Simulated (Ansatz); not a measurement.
# GeH₃ (quartet): the correlation ladder, aug-cc-pVDZ

One table from this session's results is given with a row withheld; the runs are named, their logs left out.

Computed with Ansatz 0.2.0, Gaussian basis. Level: aug-cc-pVDZ, core rule «outside noble gas», up to 14 orbitals frozen.

Plan: UHF; CCSD(T) on ROHF; CCSD(T) on UHF; BCCD(T) on ROHF; CISD as a restricted active space (open shells left free, so some higher excitations enter); CCSDT(Q) on ROHF; CCSDT(Q) on UHF; CASSCF and MRCISD+Q, 7 electrons in 7 orbitals; CASSCF and MRCISD+Q(relaxed), 7 electrons in 7 orbitals; CASSCF and NEVPT2, 7 electrons in 7 orbitals.

28 further runs of the same task are left out: 6 for a known fault of the program, 11 that didn't finish, 11 set aside as unsound or not needed. Runs told in other sessions of the task aren't counted.

### What is computed

The geometry is a PBE0/def2-TZVPD stationary point (not a proven minimum) of the parent state, kept for this charge and spin. No spin-orbit coupling is included. The filled d shell of Ge may be among the frozen orbitals whatever the setting's name suggests.

4 atoms, charge 0, spin multiplicity 4.

Atoms are counted from 1 here; the program's logs count them from 0.

Bond lengths: Ge1–H2 1.687 Å, Ge1–H3 1.687 Å, Ge1–H4 1.687 Å. Angles: H2–Ge1–H3 120.0°, H2–Ge1–H4 120.0°, H3–Ge1–H4 120.0°.

Coordinates:

```xyz
4
GeH3
Ge    0.00000    0.00000    0.00000
H     1.68590    0.04649   -0.00650
H    -0.88318    1.43678    0.01190
H    -0.80273   -1.48327   -0.00540
```

The first run:

in.yaml reads:

```yaml
crystal:
  periodic: [false, false, false]
  atoms:
    - {symbol: Ge, position_ang: [0.000000, 0.000000, 0.000000]}
    - {symbol: H, position_ang: [1.685905, 0.046488, -0.006500]}
    - {symbol: H, position_ang: [-0.883179, 1.436779, 0.011900]}
    - {symbol: H, position_ang: [-0.802727, -1.483267, -0.005400]}
basis:
  gaussian: {orbitals: aug-cc-pVDZ}
magnetization: {spin_polarized: true, initial_magnetization: 3}
hamiltonian: {xc: hf}
output: {orbitals: {seedname: orbitals}}
```

On the command line:

```sh
> ansatz run in.yaml --threads 1 --pin off --events-out ev --progress --plain --max-ram 2393MiB
```

Steps of the session up to this table: UHF; CCSD(T) on ROHF; CCSD(T) on UHF; BCCD(T) on ROHF; CISD as a restricted active space (open shells left free, so some higher excitations enter); CCSDT(Q) on ROHF; CCSDT(Q) on UHF; CASSCF and MRCISD+Q, 7 electrons in 7 orbitals; CASSCF and MRCISD+Q(relaxed), 7 electrons in 7 orbitals; CASSCF and NEVPT2, 7 electrons in 7 orbitals.

One table of the session follows, with a row left open; its other results are not shown here.

```
                   method  from UCCSDT(Q) (meV)
                     RMP2                +984.2
                     UMP2               +1018.8
                     CISD                +295.1
                    RCCSD                +179.2
                    UCCSD                     ?
                 RCCSD(T)                 +56.9
                 UCCSD(T)                 +52.1
                  BCCD(T)                 +60.6
                   RCCSDT                 +13.8
                   UCCSDT                  +6.6
                RCCSDT(Q)                  +7.6
                UCCSDT(Q)                     0
           CASSCF valence               +2284.2
           NEVPT2 valence                +700.9
           MRCISD valence                +187.2
         MRCISD+Q valence                 +64.3
MRCISD+Q(relaxed) valence                  -2.0
```

Estimate the missing values for UCCSD.

As computed: from UCCSDT(Q) (meV): +172.5. In the column «from UCCSDT(Q) (meV)» it lies between MRCISD+Q valence (+64.3) and RCCSD (+179.2).

Left out of the table: ROHF, UHF (another determinant or state than the rows shown).

Caveats from the session: Restricted and unrestricted rows rest on different reference determinants; a gap between their highest levels can come from leftover correlation error, from unlike frozen cores or from another state.
